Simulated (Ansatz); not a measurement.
# BGeH (singlet): the correlation ladder at a displaced geometry (v1), cc-pVTZ

One table from this session's results is given with a row withheld; the runs are named, their logs left out.

Method: cc-pVTZ, core rule «outside noble gas», up to 15 orbitals frozen; program: Ansatz 0.2.0, Gaussian basis.

Plan: UHF; CCSD(T) on RHF; CCSD(T) on UHF; BCCD(T) on RHF; CCSDT(Q) on RHF; CASSCF and NEVPT2, 8 electrons in 9 orbitals.

8 further runs of the same task are left out: 1 that didn't finish, 7 set aside as unsound or not needed.

## The geometry

The geometry is a PBE0/def2-TZVP stationary point (not a proven minimum) with its atoms shifted at random (size 0.040 Å). No spin-orbit coupling is included. The filled d shell of Ge may be among the frozen orbitals whatever the setting's name suggests; the logs give the count.

3 atoms, charge 0, spin multiplicity 1.

Atoms are counted from 1 here; the program's logs count them from 0.

Bond lengths: Ge1–B2 1.974 Å, B2–H3 1.233 Å. Angles: Ge1–B2–H3 176.1°.

Set-up of the first run:

Contents of in.yaml:

```yaml
crystal:
  periodic: [false, false, false]
  atoms:
    - {symbol: Ge, position_ang: [-0.015433, -0.009008, 1.726129]}
    - {symbol: B, position_ang: [-0.016266, -0.025151, -0.247834]}
    - {symbol: H, position_ang: [0.031698, 0.034159, -1.478296]}
basis:
  gaussian: {orbitals: cc-pVTZ}
magnetization: {spin_polarized: true, initial_magnetization: 0}
hamiltonian: {xc: hf}
output: {orbitals: {seedname: orbitals}}
```

Started as:

```console
> ansatz run in.yaml --threads 1 --pin off --events-out ev --progress --plain --max-ram 2393MiB
```

Steps of the session up to this table: UHF; CCSD(T) on RHF; CCSD(T) on UHF; BCCD(T) on RHF; CCSDT(Q) on RHF; CASSCF and NEVPT2, 8 electrons in 9 orbitals.

One of the session's tables, all rows but one given; the rest of the session is left out.

It belongs to the step «Misses and costs». 

```
        method  from RCCSDT(Q) (meV)
           RHF               +5882.4
           UHF               +4988.6
          RMP2               +1313.3
          UMP2                +810.9
         RCCSD                +446.3
         UCCSD                 +10.0
      RCCSD(T)                +168.4
      UCCSD(T)                -253.7
       BCCD(T)                +168.7
        RCCSDT                 +75.6
     RCCSDT(Q)                     0
CASSCF valence               +3330.3
NEVPT2 valence                     ?
```

Estimate the missing values for NEVPT2 valence.

**Answer.** from RCCSDT(Q) (meV): +957.1. In the column «from RCCSDT(Q) (meV)» it lies between UMP2 (+810.9) and RMP2 (+1313.3).

The program flags UCCSD(T), RCCSDT(Q) as in doubt (see the logs), so the zero of the table is itself unsure.

Limits of these values: The determinant is far from a pure spin state, so its energy mixes those of several spin states (harmless only where they are near-degenerate, as at dissociation). The report flags that the cluster equations may have other roots. The program flags UCCSD(T), RCCSDT(Q) as in doubt, so the zero of the table is itself unsure. Warnings: restricted reference is unstable; spin contamination. Restricted and unrestricted rows rest on different reference determinants; where their highest levels disagree by more than a few hundredths of an eV, they describe different states and don't form one ladder.
